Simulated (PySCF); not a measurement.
# H2O3Si2: the cost of one run

Method: relaxation, pbe, def2-tzvp, and further levels as typed in the inputs, in PySCF 2.14.0.

**1. The system as given**

Bond lengths: H1–O2 0.970 Å, O2–Si3 1.680 Å, Si3–O4 1.718 Å, O4–Si5 1.718 Å, Si3–O6 1.718 Å, Si5–O6 1.718 Å, O6–H7 0.970 Å. Angles: H1–O2–Si3 94.2°, O2–Si3–O4 107.2°, O2–Si3–O6 105.5°, O4–Si3–O6 90.0°, Si3–O4–Si5 90.0°, O4–Si5–O6 90.0°, Si3–O6–Si5 90.0°, Si3–O6–H7 110.4°, Si5–O6–H7 127.4°.

Structure file:

```xyz
7

H     2.2190    1.0322   -1.2824
O     1.4623    1.5345   -0.9420
Si    1.0145    0.3500    0.1620
O    -0.4246    0.8887    0.9309
Si   -1.3345   -0.2578    0.0311
O     0.1045   -0.7965   -0.7378
H     0.3253   -0.7386   -1.6805
```

**2. Relaxation: H2O3Si2, charge +1**

Contents of run.py:

```python
from pyscf import gto, dft
from pyscf.geomopt.geometric_solver import optimize
mol = gto.M(atom="mol.xyz", basis="def2-tzvp", charge=1, spin=1, verbose=4)
mf = dft.UKS(mol, xc="pbe").density_fit().run(conv_tol=1e-9)
for i in range(6):  # look for a lower solution of the same spin
    mo, _, ok, _ = mf.stability(return_status=True)
    if ok: break
    mf.kernel(mf.make_rdm1(mo, mf.mo_occ))
print(f"converged SCF energy = {mf.e_tot:.10f}, stable: {ok}")
mf = mf.newton()  # steadier than the usual iterations for open shells
m = optimize(mf, maxsteps=60)
print("optimised structure (A):")
for k in range(m.natm): print(m.atom_symbol(k), *(f"{x:.8f}" for x in m.atom_coords(unit="A")[k]))
```

On the command line:

```
python run.py
```

**Question.** How long does this run take on 8 threads of Arm Neoverse V1, shared host?

About 5.5 min.
